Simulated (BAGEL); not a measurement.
**AlHSClF (SMILES [F][Al]([SH])[Cl]), step by step**

Wanted: energy and gradient (RI-MP2/cc-pVDZ), then energy and forces (RI-MP2/aug-cc-pVDZ), then energy and forces (RI-MP2/cc-pVTZ) of AlHSClF. 

Program for the calculation: BAGEL 1.2.2.

5 further runs of the same task are left out: 5 set aside as unsound or not needed.

## Step 1: The molecule

AlHSClF has 5 atoms, charge 0, and is taken as a singlet. As SMILES, `[F][Al]([SH])[Cl]`. The shape is that of a PBE0-D4/def2-TZVP optimisation. This is one conformer, not always the lowest.

Bond lengths: F1–Al2 1.637 Å, Al2–S3 2.155 Å, Al2–Cl4 2.076 Å, S3–H5 1.345 Å. Angles: F1–Al2–S3 118.4°, F1–Al2–Cl4 119.2°, S3–Al2–Cl4 122.4°, Al2–S3–H5 91.8°.

## Step 2: Energy and forces at RI-MP2/cc-pVDZ (density fitting with tzvpp-jkfit, property dipole) (run 1)

mp2.json reads:

```json
{ "bagel": [

{
  "title": "molecule",
  "basis": "cc-pvdz.json",
  "df_basis": "tzvpp-jkfit",
  "angstrom": "true",
  "geometry": [
    { "atom": "F", "xyz": [      -1.074800,      -1.532300,       1.120000 ] },
    { "atom": "Al", "xyz": [      -0.434500,      -0.368700,       0.162600 ] },
    { "atom": "S", "xyz": [       1.608200,       0.228100,       0.503500 ] },
    { "atom": "Cl", "xyz": [      -1.607500,       0.476200,      -1.328000 ] },
    { "atom": "H", "xyz": [       1.558300,       1.123100,      -0.499600 ] }
  ]
},

{
  "title": "force",
  "method": [
    {
      "title": "mp2",
      "ncore": 16
    }
  ]
}

]}
```

The basis set cc-pVDZ is read from a file made from the Basis Set Exchange's data (not shown).

The run is started by

```console
$ BAGEL_NUM_THREADS=1 BAGEL mp2.json > mp2.out
```

Output:

```text
* using 1 threads per process

  ===============================================================
  ===============================================================

  *** Geometry ***

  { "atom" : "F", "xyz" : [     -2.031078,     -2.895627,      2.116493 ] },
  { "atom" : "Al", "xyz" : [     -0.821086,     -0.696742,      0.307269 ] },
  { "atom" : "S", "xyz" : [      3.039058,      0.431047,      0.951477 ] },
  { "atom" : "Cl", "xyz" : [     -3.037735,      0.899888,     -2.509556 ] },
  { "atom" : "H", "xyz" : [      2.944760,      2.122351,     -0.944107 ] },

  Number of auxiliary basis functions:      479

  Since a DF basis is specified, we compute 2- and 3-index integrals:
    o Being stored without compression. Storage requirement is 0.020 GB

  Number of basis functions:       73
  Number of electrons      :       56

    * METHOD: MOLECULE                             0.19

  The gradients will be computed analytically.

  *** RHF ***

  === Nuclear Repulsion ===
   245.3793436536

      * DIIS with orbital gradients will be used.

  === RHF iteration (cc-pvdz.json) ===
      0      -1199.01010768          0.01385140           0.07
      1      -1199.11592069          0.00943886           0.07
      2      -1199.17392160          0.00108682           0.07
      3      -1199.17505734          0.00030788           0.07
      4      -1199.17516062          0.00007573           0.07
      5      -1199.17516802          0.00002316           0.07
      6      -1199.17516873          0.00000728           0.07
      7      -1199.17516881          0.00000190           0.07
      8      -1199.17516881          0.00000073           0.07
      9      -1199.17516881          0.00000029           0.07
     10      -1199.17516881          0.00000007           0.07
     11      -1199.17516881          0.00000002           0.07
     12      -1199.17516881          0.00000001           0.07
    * SCF iteration converged.

    * Permanent dipole moment:
           (   -0.329163,    -0.459595,     0.341603) a.u.

  === DF-MP2 calculation ===

    * freezing 16 orbitals

      MP2 correlation energy:   -0.5094467944

    * Permanent dipole moment: MP2 unrelaxed
           (   -0.327445,    -0.455018,     0.337456) a.u.

  === Z-vector iteration ===

      0     0.00050597163770           0.02
      1     0.00009213063243           0.02
      2     0.00002531968927           0.02
      3     0.00000708162466           0.02
      4     0.00000178360090           0.02
      5     0.00000040568800           0.02
      6     0.00000011118786           0.02
      7     0.00000003088079           0.02
      8     0.00000000655070           0.02

    * Permanent dipole moment: MP2 relaxed
           (   -0.309239,    -0.411366,     0.298718) a.u.

  * Nuclear energy gradient

    o Atom   0
        x          0.0133659114
        y          0.0238780723
        z         -0.0195519373
    o Atom   1
        x         -0.0125176610
        y         -0.0160822236
        z          0.0114685658
    o Atom   2
        x         -0.0076901591
        y         -0.0002994863
        z         -0.0034025325
    o Atom   3
        x          0.0069765982
        y         -0.0051775806
        z          0.0090318551
    o Atom   4
        x         -0.0001346895
        y         -0.0023187818
        z          0.0024540490

    * METHOD: FORCE                                3.05

  ===============================================================
```

Wall time 3.6 s (1 thread of Arm Neoverse V2, shared host); peak memory 0.18 GiB.

## Step 3: Energy and forces at RI-MP2/aug-cc-pVDZ (density fitting with tzvpp-jkfit, property dipole) (run 2)

mp2.json reads:

```json
{ "bagel": [

{
  "title": "molecule",
  "basis": "aug-cc-pvdz.json",
  "df_basis": "tzvpp-jkfit",
  "angstrom": true,
  "geometry": [
    { "atom": "F", "xyz": [   -1.074800,   -1.532300,    1.120000 ] },
    { "atom": "Al", "xyz": [   -0.434500,   -0.368700,    0.162600 ] },
    { "atom": "S", "xyz": [    1.608200,    0.228100,    0.503500 ] },
    { "atom": "Cl", "xyz": [   -1.607500,    0.476200,   -1.328000 ] },
    { "atom": "H", "xyz": [    1.558300,    1.123100,   -0.499600 ] }
  ]
},
{
  "title": "force",
  "method": [
    {
      "title": "mp2",
      "ncore": 16
    }
  ]
}

]}
```

The basis set aug-cc-pVDZ is read from a file made from the Basis Set Exchange's data (not shown).

The run is started by

```console
$ BAGEL_NUM_THREADS=1 BAGEL mp2.json > mp2.out
```

Output:

```text
* using 1 threads per process

  ===============================================================
  ===============================================================

  *** Geometry ***

  { "atom" : "F", "xyz" : [     -2.031078,     -2.895627,      2.116493 ] },
  { "atom" : "Al", "xyz" : [     -0.821086,     -0.696742,      0.307269 ] },
  { "atom" : "S", "xyz" : [      3.039058,      0.431047,      0.951477 ] },
  { "atom" : "Cl", "xyz" : [     -3.037735,      0.899888,     -2.509556 ] },
  { "atom" : "H", "xyz" : [      2.944760,      2.122351,     -0.944107 ] },

  Number of auxiliary basis functions:      479

  Since a DF basis is specified, we compute 2- and 3-index integrals:
    o Being stored without compression. Storage requirement is 0.049 GB

  Number of basis functions:      113
  Number of electrons      :       56

    * METHOD: MOLECULE                             0.24

  The gradients will be computed analytically.

  *** RHF ***

  === Nuclear Repulsion ===
   245.3793436536

      * DIIS with orbital gradients will be used.

  === RHF iteration (aug-cc-pvdz.json) ===
      0      -1198.94151503          0.01295116           0.12
      1      -1199.10506875          0.00986785           0.12
      2      -1199.19497309          0.00134976           0.12
      3      -1199.19697719          0.00037994           0.12
      4      -1199.19721764          0.00010716           0.12
      5      -1199.19723470          0.00003766           0.12
      6      -1199.19723651          0.00001355           0.12
      7      -1199.19723678          0.00000334           0.12
      8      -1199.19723680          0.00000136           0.12
      9      -1199.19723680          0.00000050           0.12
     10      -1199.19723680          0.00000011           0.12
     11      -1199.19723680          0.00000003           0.12
     12      -1199.19723680          0.00000001           0.12
     13      -1199.19723680          0.00000000           0.12
    * SCF iteration converged.

    * Permanent dipole moment:
           (   -0.293910,    -0.391981,     0.284899) a.u.

  === DF-MP2 calculation ===

    * freezing 16 orbitals

      MP2 correlation energy:   -0.5502410308

    * Permanent dipole moment: MP2 unrelaxed
           (   -0.293037,    -0.386812,     0.279690) a.u.

  === Z-vector iteration ===

      0     0.00042194282974           0.04
      1     0.00006540443162           0.04
      2     0.00001741171752           0.04
      3     0.00000541547121           0.04
      4     0.00000108264653           0.04
      5     0.00000024157600           0.04
      6     0.00000006879404           0.04
      7     0.00000001851885           0.04
      8     0.00000000470973           0.04

    * Permanent dipole moment: MP2 relaxed
           (   -0.302232,    -0.364825,     0.251227) a.u.

  * Nuclear energy gradient

    o Atom   0
        x          0.0090162908
        y          0.0162648042
        z         -0.0133649844
    o Atom   1
        x         -0.0077260011
        y         -0.0065329720
        z          0.0033846655
    o Atom   2
        x         -0.0102715091
        y          0.0001696722
        z         -0.0051704663
    o Atom   3
        x          0.0094326137
        y         -0.0064673380
        z          0.0116302534
    o Atom   4
        x         -0.0004513943
        y         -0.0034341664
        z          0.0035205319

    * METHOD: FORCE                                5.25

  ===============================================================
```

Wall time 5.7 s (1 thread of Arm Neoverse V2, shared host); peak memory 0.3 GiB.

## Step 4: Energy and gradient at RI-MP2/cc-pVTZ (density fitting with tzvpp-jkfit, property dipole) (run 3)

input.json reads:

```json
{ "bagel": [

{
  "title": "molecule",
  "basis": "cc-pvtz.json",
  "df_basis": "tzvpp-jkfit",
  "angstrom": "true",
  "geometry": [
    { "atom": "F", "xyz": [   -1.074800,   -1.532300,    1.120000 ] },
    { "atom": "Al", "xyz": [   -0.434500,   -0.368700,    0.162600 ] },
    { "atom": "S", "xyz": [    1.608200,    0.228100,    0.503500 ] },
    { "atom": "Cl", "xyz": [   -1.607500,    0.476200,   -1.328000 ] },
    { "atom": "H", "xyz": [    1.558300,    1.123100,   -0.499600 ] }
  ]
},
{
  "title": "force",
  "method": [
    { "title": "mp2", "ncore": 16 }
  ]
}

]}
```

The basis set cc-pVTZ is read from a file made from the Basis Set Exchange's data (not shown).

The run is started by

```console
$ BAGEL_NUM_THREADS=1 BAGEL input.json > input.out
```

Output:

```text
* using 1 threads per process

  ===============================================================
  ===============================================================

  *** Geometry ***

  { "atom" : "F", "xyz" : [     -2.031078,     -2.895627,      2.116493 ] },
  { "atom" : "Al", "xyz" : [     -0.821086,     -0.696742,      0.307269 ] },
  { "atom" : "S", "xyz" : [      3.039058,      0.431047,      0.951477 ] },
  { "atom" : "Cl", "xyz" : [     -3.037735,      0.899888,     -2.509556 ] },
  { "atom" : "H", "xyz" : [      2.944760,      2.122351,     -0.944107 ] },

  Number of auxiliary basis functions:      479

  Since a DF basis is specified, we compute 2- and 3-index integrals:
    o Being stored without compression. Storage requirement is 0.082 GB

  Number of basis functions:      146
  Number of electrons      :       56

    * METHOD: MOLECULE                             0.31

  The gradients will be computed analytically.

  *** RHF ***

  === Nuclear Repulsion ===
   245.3793436536

      * DIIS with orbital gradients will be used.

  === RHF iteration (cc-pvtz.json) ===
      0      -1199.05044639          0.01300772           0.17
      1      -1199.17549185          0.00931719           0.17
      2      -1199.26276263          0.00101712           0.17
      3      -1199.26419130          0.00032083           0.17
      4      -1199.26435936          0.00008618           0.17
      5      -1199.26437124          0.00002534           0.17
      6      -1199.26437225          0.00000866           0.17
      7      -1199.26437238          0.00000154           0.17
      8      -1199.26437238          0.00000061           0.17
      9      -1199.26437238          0.00000025           0.17
     10      -1199.26437238          0.00000007           0.17
     11      -1199.26437238          0.00000002           0.16
     12      -1199.26437238          0.00000001           0.17
    * SCF iteration converged.

    * Permanent dipole moment:
           (   -0.280943,    -0.379533,     0.277630) a.u.

  === DF-MP2 calculation ===

    * freezing 16 orbitals

      MP2 correlation energy:   -0.6840653545

    * Permanent dipole moment: MP2 unrelaxed
           (   -0.278106,    -0.372844,     0.271719) a.u.

  === Z-vector iteration ===

      0     0.00018950904887           0.06
      1     0.00007195673185           0.06
      2     0.00001880139878           0.06
      3     0.00000569749339           0.06
      4     0.00000125392129           0.06
      5     0.00000027752955           0.06
      6     0.00000008027673           0.06
      7     0.00000002339797           0.06
      8     0.00000000628213           0.06

    * Permanent dipole moment: MP2 relaxed
           (   -0.276688,    -0.346293,     0.243448) a.u.

  * Nuclear energy gradient

    o Atom   0
        x          0.0041156729
        y          0.0074542009
        z         -0.0061418328
    o Atom   1
        x         -0.0028489751
        y         -0.0047106221
        z          0.0037710722
    o Atom   2
        x         -0.0039824079
        y         -0.0029148972
        z          0.0012620518
    o Atom   3
        x          0.0024083129
        y         -0.0018047422
        z          0.0031368697
    o Atom   4
        x          0.0003073971
        y          0.0019760606
        z         -0.0020281610

    * METHOD: FORCE                                7.35

  ===============================================================
```

It took 8.1 s on 1 thread of Arm Neoverse V2, shared host; peak memory 0.43 GiB.

## Step 5: Summary of results

| quantity | value |
| --- | --- |
| run 1, RI-MP2/cc-pVDZ: total energy | -1199.68462 Eh |
| run 1, RI-MP2/cc-pVDZ: dipole moment (of the density that the program reports) | 1.51 D |
| run 1, RI-MP2/cc-pVDZ: correlation energy (16 core orbitals frozen) | -509.4 mEh |
| run 1, RI-MP2/cc-pVDZ: largest force on an atom | 1.729 eV/Å |
| run 2, RI-MP2/aug-cc-pVDZ: total energy | -1199.74748 Eh |
| run 2, RI-MP2/aug-cc-pVDZ: dipole moment (of the density that the program reports) | 1.36 D |
| run 2, RI-MP2/aug-cc-pVDZ: correlation energy (16 core orbitals frozen) | -550.2 mEh |
| run 2, RI-MP2/aug-cc-pVDZ: largest force on an atom | 1.178 eV/Å |
| run 3, RI-MP2/cc-pVTZ: total energy | -1199.94844 Eh |
| run 3, RI-MP2/cc-pVTZ: dipole moment (of the density that the program reports) | 1.29 D |
| run 3, RI-MP2/cc-pVTZ: correlation energy (16 core orbitals frozen) | -684.1 mEh |
| run 3, RI-MP2/cc-pVTZ: largest force on an atom | 0.540 eV/Å |

**Reading.** The largest force (run 1, RI-MP2/cc-pVDZ) is 1.73 eV/Å: the shape isn't a stationary point for this species at this level. The largest force (run 3, RI-MP2/cc-pVTZ) is 0.54 eV/Å: the shape isn't a stationary point for this species at this level. The largest force (run 2, RI-MP2/aug-cc-pVDZ) is 1.18 eV/Å: the shape isn't a stationary point for this species at this level.
